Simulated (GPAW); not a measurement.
The system is NaY.

```
Na Y
1.0
     4.01188    0.00000    0.00000
     0.00000    4.01188    0.00000
     0.00000    0.00000    4.01188
Na Y
1 1
Direct
  0.00000 0.00000 0.00000
  0.50000 0.50000 0.50000
```

The cell was built by a generator and needn't be a form met in nature.

Base run:

* Program: GPAW 26.7.0
* Functional: RPBE
* Potentials or basis: the program's PAW data sets (release 1.2.1) made for this functional
* Cutoff: 800 eV
* Basis: pw
* k mesh: 7 × 7 × 7
* Occupations: fermi-dirac, width 0.05 eV
* Spin: no spin polarisation

Its results: pressure 1.1 GPa.

After a change of settings the same cell gave: pressure -2.2 GPa. Which change was it?
A. functional from RPBE to revPBE
B. functional from RPBE to LDA
C. functional from RPBE to BLYP; potentials or basis from the program's PAW data sets (release 1.2.1) made for this functional to PAW data sets generated in the run's folder for this functional
D. functional from RPBE to PBEsol; potentials or basis from the program's PAW data sets (release 1.2.1) made for this functional to PAW data sets generated in the run's folder for this functional

B.

LDA binds more tightly than RPBE, so the same cell stands under less pressure.

Runs at the PBE level aren't shown here.
